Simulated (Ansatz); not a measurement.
Turn this script for Ansatz's Python interface into the input file that the command-line program reads.

`deck_c2h5brsi2.py`:
```python
"""C2H5BrSi2 through the session interface."""

import ansatz as az


def main() -> None:
    deck = {
        "crystal": {
            "periodic": [False, False, False],
            "atoms": [
                {"symbol": "Br", "position_ang": [-2.9883, 0.0003, 0.0901]},
                {"symbol": "Si", "position_ang": [-0.9863, 0.353, 0.7876]},
                {"symbol": "C", "position_ang": [0.0137, -1.212, 0.445]},
                {"symbol": "C", "position_ang": [1.0382, -0.7823, -0.4565]},
                {"symbol": "Si", "position_ang": [0.501, 1.0341, -0.731]},
                {"symbol": "H", "position_ang": [-0.8834, 0.8252, 2.2019]},
                {"symbol": "H", "position_ang": [-0.0659, -2.1939, 0.9161]},
                {"symbol": "H", "position_ang": [1.8095, -1.3237, -0.949]},
                {"symbol": "H", "position_ang": [1.5987, 1.9582, -0.2156]},
                {"symbol": "H", "position_ang": [0.0459, 1.2898, -2.0857]},
            ],
        },
        "basis": {"gaussian": {"orbitals": "def2-SVP"}},
        "hamiltonian": {"xc": "pbe"},
    }
    session = az.Session.from_dict(deck)
    data = session.plan(threads=1).execute().report

    for key in ("converged", "free_energy_ev", "reference_energy_ev", "n_frozen", "n_occupied", "n_virtual"):
        print(f"{key:22s} {data[key]}")
    symbols = ["Br", "Si", "C", "C", "Si", "H", "H", "H", "H", "H"]
    state = data["mean_field"]["state"]
    print(f"mean field: {state['energy']['hartree']:.7f} Ha, <S^2> = {abs(state['spin_squared']):.4f}, stability: {state.get('stability', {}).get('kind')}")


if __name__ == "__main__":
    main()
```

```console
$ python deck_c2h5brsi2.py
converged              True
free_energy_ev         -87920.03883822943
reference_energy_ev    -87920.03883822943
n_frozen               0
n_occupied             [40, 40]
n_virtual              [81, 81]
mean field: -3231.0018330 Ha, <S^2> = 0.0000, stability: minimum
```

`input.yaml`:
```yaml
crystal:
  periodic: [false, false, false]
  atoms:
    - { symbol: Br, position_ang: [-2.9883, 0.0003, 0.0901] }
    - { symbol: Si, position_ang: [-0.9863, 0.353, 0.7876] }
    - { symbol: C, position_ang: [0.0137, -1.212, 0.445] }
    - { symbol: C, position_ang: [1.0382, -0.7823, -0.4565] }
    - { symbol: Si, position_ang: [0.501, 1.0341, -0.731] }
    - { symbol: H, position_ang: [-0.8834, 0.8252, 2.2019] }
    - { symbol: H, position_ang: [-0.0659, -2.1939, 0.9161] }
    - { symbol: H, position_ang: [1.8095, -1.3237, -0.949] }
    - { symbol: H, position_ang: [1.5987, 1.9582, -0.2156] }
    - { symbol: H, position_ang: [0.0459, 1.2898, -2.0857] }
basis:
  gaussian: { orbitals: def2-SVP }
hamiltonian:
  xc: pbe
```

On the command line:
```console
$ ansatz run input.yaml --threads 1 --pin off --max-ram 4096MiB --backend cpu --events-out ev --progress --plain --runs-dir out
Engine: ansatz 0.2.0, aarch64-unknown-linux-gnu
Functional definition: PBE
  parameter kappa = 0.804
  parameter beta = 0.06672455060314922
  exchange = pbe_x(kappa = kappa, mu = beta*pi^2/3)
  correlation = pbe_c(beta = beta)
1343 factors; their error is unknown
mean field evaluation 1: about -87912.9524 eV, gradient 5.0e1 eV
mean field evaluation 2: about -87886.5333 eV, gradient 1.0e2 eV
mean field evaluation 4: about -87919.9006 eV, gradient 9.7e0 eV
mean field evaluation 8: about -87920.1749 eV, gradient 3.0e-1 eV
mean field evaluation 16: about -87920.0388 eV, gradient 3.6e-4 eV
mean field -87920.03880122 eV, -3231.0018316020 hartree, gradient 3.7e-5 eV, S^2 0.000000; 0 other end points of the search recorded, 0 dependent functions left out
reference -87920.03883823 eV, -3231.0018329622 hartree; 40, 40 occupied and 81, 81 virtual orbitals, 1343 factors
Total energy: -87920.03883823 eV, -3231.0018329622 hartree
```

Reading the output:
- Total energies depend on the basis set; only differences at equal settings carry meaning.
- The geometry is a force-field or estimated start, not a minimum of this method, and the basis set is short of its limit.
- Wall time of the script: 3.9 s on 1 thread of Arm Neoverse V1, with other jobs on the host, peak memory 0.21 GiB.

(Lines on the test bed's own set-up are left out of the output.)
